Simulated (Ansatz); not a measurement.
Runs of Ansatz 0.2.0 on MnCuSe2. Symmetry: R-3m, No. 166, trigonal system. Conventional cell: a = 3.792 Å, b = 3.792 Å, c = 20.652 Å, α = 90.00°, β = 90.00°, γ = 120.00°. Cu (site symmetry -3m) is surrounded by 6 Se at 3.01 Å. Mn (site symmetry -3m) has 6 Se at 2.59 Å as nearest neighbours. Se (site symmetry 3m) has 3 Mn at 2.59 Å as nearest neighbours. The cell comes from a database or a generator and needn't be the stable form of this composition.

```tsv
level	spin	U	fixed moment (μB)	gap on the mesh (eV)	pressure (GPa)	moment (μB)	largest force (eV/Å)
PBEsol+U	collinear, program default start	Cu d U = 6 eV, Mn d U = 6 eV	0	-	(b)	0.00	1.15
LDA+U	collinear, ferromagnetic start	Cu d U = 8 eV, Mn d U = 8 eV	4	-	(a)	4.00	1.72
PBEsol+U	collinear, ferrimagnetic start	Cu d U = 6 eV, Mn d U = 6 eV	-	none	-2.7	4.03	1.67
PBEsol+U	collinear, ferromagnetic start	Cu d U = 6 eV, Mn d U = 6 eV	-	none	-2.7	4.03	1.67
PBEsol+U	collinear, antiferromagnetic start	Cu d U = 8 eV, Mn d U = 8 eV	-	none	-1.1	4.05	1.87
```

Alike in all rows: task single point; potentials or basis Ansatz PAW; cell as given; k mesh 6 × 6 × 6; cutoff (eV) 420; smearing gaussian 0.05 eV.

Task: Estimate the missing entries.

Result: (a) -3.5; (b) -5.4.

Caveats: the magnetic or orbital state may not be the lowest; the PAW data sets come from PBE, with cores solved anew for the run's functional, which leaves a small shift of forces and pressure; forces of over 1 eV/Å show positions far from the minimum, so gaps and moduli don't describe the material at rest; the total moment is fixed, so each spin has its own Fermi level (some runs); the thresholds are loose for stress (some runs).

A k mesh can miss the band edges, and the runs leave out spin-orbit coupling on Se.

A gap of «none» marks a metal or a gap under the smearing width.
